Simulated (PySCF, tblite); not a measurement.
**C2H11O2Si3 radical: geometry, infrared bands and EPR parameters**

Wanted: the infrared bands and EPR parameters of C2H11O2Si3 radical (`C[CH]O[Si@@H]([SiH3])O[SiH3]`), by calculation.

The runs use tblite 0.8.0 and PySCF 2.14.0, with density-fitted response routines of our own; the level of theory stands in each step. All values are computed, except where a source is named. Atoms count from 0, in the outputs and in this text.

## (1) Starting geometry

18 atoms, charge 0, multiplicity 2; geometry from: force field or distance geometry start.

Bonds of the start (Å): C0–C1 1.48, C1–O2 1.41, O2–Si3 1.74, Si3–Si4 2.20, Si3–O5 1.68, O5–Si6 1.70, C0–H7 1.12, C0–H8 1.12, C0–H9 1.12, C1–H10 1.12, Si3–H11 1.48, Si4–H12 1.48, Si4–H13 1.46, Si4–H14 1.48, Si6–H15 1.48, Si6–H16 1.48, Si6–H17 1.46.

## (2) Relaxing the molecule with GFN2-xTB

Job settings and geometry (Å):

```
{"job": {"kind": "relax", "xc": "GFN2-xTB", "basis": "xTB"}, "charge": 0, "multiplicity": 2}
C     -2.632800    -0.754700     0.331700
C     -1.589600    -1.657700     0.879300
O     -0.383200    -1.006900     1.198700
Si     0.322300    -0.363100    -0.250000
Si    -0.019500     1.806700    -0.248200
O      1.917000    -0.856400    -0.475400
Si     3.091600     0.071000     0.340600
H     -2.391900     0.331100     0.426600
H     -3.593300    -0.893000     0.894600
H     -2.874900    -0.981600    -0.734600
H     -1.382900    -2.507200     0.181200
H     -0.474600    -0.956700    -1.345200
H     -0.988000     2.114000    -1.322800
H      1.183400     2.614900    -0.435000
H     -0.708700     2.172100     1.009100
H      4.193400    -0.858900     0.692100
H      3.699400     1.084100    -0.546500
H      2.623600     0.648600     1.597700
```

Started as:

```bash
$ OMP_NUM_THREADS=1 python probes_run.py task.json out
```

This one command runs all jobs of the session in turn.

**Question.** This job is followed by: GFN2-xTB harmonic vibrations, gas phase; UKS B3LYP, pcH-1 on C H O Si, non-relativistic, mean-field spin-orbit, GIAO. Predict these results of the whole session: strongest single infrared mode (GFN2-xTB); zero-point energy (GFN2-xTB); g(iso) (B3LYP); ⟨S²⟩; largest a(iso) (averaged by class); surface potential, 1st and 99th percentile.

The runs gave:

| quantity | value |
| --- | --- |
| strongest single infrared mode (GFN2-xTB) | 1118 cm⁻¹, 608 km/mol |
| zero-point energy (GFN2-xTB) | 72.6 kcal/mol |
| g(iso) (B3LYP) | 2.00313 |
| ⟨S²⟩ | 0.753 (exact 0.75) |
| largest a(iso) (averaged by class) | 13C on C1, 126.1 MHz |
| surface potential, 1st and 99th percentile | -0.99 V and 1.41 V |

In words: Relaxing lowered the energy by 1.533 eV in 112 steps; the close pair that moved most is O2–Si3, from 1.735 to 1.628 Å. The lowest mode is slightly imaginary (14i cm⁻¹), a soft motion within the noise of the Hessian, so the minimum is not strictly shown. The strongest single mode, at 1118 cm⁻¹, moves mainly O5. GFN2-xTB is a fitted tight-binding method: band positions and strengths are rough. Its intensities can rank the bands wrongly. C1 carries the largest spin population, 0.92 e. The isotropic g lies 0.8 ppt above the free-electron value.
